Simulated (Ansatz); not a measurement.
Crystal: Mg7Fe.

```
Fe Mg
1.0
     6.13018    0.00000    0.00000
    -3.06509    5.30889    0.00000
     0.00000    0.00000    4.90889
Fe Mg
1 7
Direct
  0.00000 0.00000 0.00000
  0.33333 0.66667 0.50000
  0.84313 0.68625 0.50000
  0.84313 0.15687 0.50000
  0.31375 0.15687 0.50000
  0.99930 0.49965 0.00000
  0.50035 0.49965 0.00000
  0.50035 0.00070 0.00000
```

The cell comes from a database or a generator and needn't be the stable form of this composition.

* Program: Ansatz 0.2.0
* Task: single point
* Functional: PBE
* Potentials or basis: Ansatz PAW
* Cutoff: 420 eV (not typed: the program's choice for these potentials)
* k mesh: 5 × 5 × 6
* Occupations: fermi-dirac, width 0.05 eV
* Spin: collinear spin, ferromagnetic start
* Starting moments: [3.0, 0.0, 0.0, 0.0, 0.0, 0.0, 0.0, 0.0] μB

On this cell: pressure 1.5 GPa; largest force 0.150 eV/Å; net moment 2.42 μB per cell; site moments Fe +2.67; Mg +0.03, -0.02, -0.03 μB; band gap on the k mesh none (metal or under the smearing width).

The same run follows on a disturbed copy (atoms moved at random, drawn with an rms of 0.05 Å):

```
Fe Mg
1.0
     6.13018    0.00000    0.00000
    -3.06509    5.30889    0.00000
     0.00000    0.00000    4.90889
Fe Mg
1 7
Direct
  0.99656 0.99695 0.00504
  0.33482 0.65652 0.50332
  0.84916 0.69021 0.50601
  0.84317 0.15732 0.50523
  0.31180 0.15643 0.49098
  0.00707 0.50510 0.01084
  0.49627 0.50071 0.99358
  0.49228 0.00355 0.00677
```

Task: What does the disturbed cell give?

Result: The energy (extrapolated to zero smearing) moves by +5.1 meV/atom; pressure 1.6 GPa; largest force 0.296 eV/Å; net moment 2.42 μB per cell; site moments Fe +2.66; Mg +0.03, -0.02, -0.03 μB; band gap on the k mesh none (metal or under the smearing width).

Forces on the atoms (eV/Å):
```
Fe  -0.010  0.070 -0.044
Mg  -0.095  0.268 -0.003
Mg  -0.036 -0.274 -0.033
Mg  -0.219  0.027  0.058
Mg   0.222  0.054  0.154
Mg  -0.229 -0.143 -0.123
Mg   0.205  0.011  0.143
Mg   0.162 -0.012 -0.153
```

Stress tensor (GPa, compression positive):
```
 1.89 -0.14 -0.09
-0.14  1.75 -0.08
-0.09 -0.08  1.31
```
